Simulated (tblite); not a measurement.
# C5H17BOSi: the cost of one run

Programs: tblite 0.8.0 and PySCF 2.14.0, with density-fitted response routines of our own. Each step states its level of theory. These are calculated values for one molecule in the gas phase, unless marked as measured. Atoms count from 0, in the outputs and in this text.

## Step 1: The molecule as given

25 atoms, charge 0, multiplicity 1; geometry from: force field or distance geometry start.

Bonds of the start (Å): C0–O1 1.40, O1–Si2 1.68, O1–B3 1.46, B3–C4 1.60, C4–C5 1.52, C4–C6 1.51, C4–C7 1.53, C0–H8 1.10, C0–H9 1.12, C0–H10 1.12, Si2–H11 1.47, Si2–H12 1.50, Si2–H13 1.48, B3–H14 1.17, B3–H15 1.22, C5–H16 1.11, C5–H17 1.13, C5–H18 1.11, C6–H19 1.11, C6–H20 1.11, C6–H21 1.10, C7–H22 1.11, C7–H23 1.12, C7–H24 1.12.

## Step 2: Geometry optimisation with GFN2-xTB

The job: settings as JSON, then the geometry in Å.

```
{"job": {"kind": "relax", "xc": "GFN2-xTB", "basis": "xTB"}, "charge": 0, "multiplicity": 1}
C     -1.882100    -1.319500     0.808400
O     -1.276200    -0.174200     0.285800
Si    -2.510900     0.802100    -0.314200
B     -0.221600    -0.479600    -0.673300
C      1.130100     0.140300    -0.091500
C      2.292800    -0.017400    -1.054000
C      1.452000    -0.637800     1.163600
C      1.018200     1.640400     0.184800
H     -1.191000    -2.075100     1.197400
H     -2.509900    -1.724200    -0.032100
H     -2.603500    -0.946800     1.576000
H     -2.746900     0.457000    -1.728100
H     -3.709800     0.516600     0.532100
H     -2.070600     2.206000    -0.147600
H     -0.458500    -0.144000    -1.765400
H     -0.086600    -1.687800    -0.686400
H      1.982800     0.002400    -2.116500
H      2.996400     0.835000    -0.838700
H      2.883400    -0.939400    -0.851700
H      0.568800    -0.561100     1.823700
H      2.355700    -0.262800     1.689300
H      1.570100    -1.690400     0.866400
H      0.712300     1.798600     1.237600
H      0.290600     2.133200    -0.505100
H      2.003400     2.152700     0.006000
```

The run is started by

```sh
$ OMP_NUM_THREADS=1 python probes_run.py task.json out
```

This one command runs all jobs of the session in turn.

Q: Estimate the wall time and peak memory of this first job on 1 thread of Arm Neoverse N1, shared host.

About 3.1 s, with a peak of 0.18 GiB.
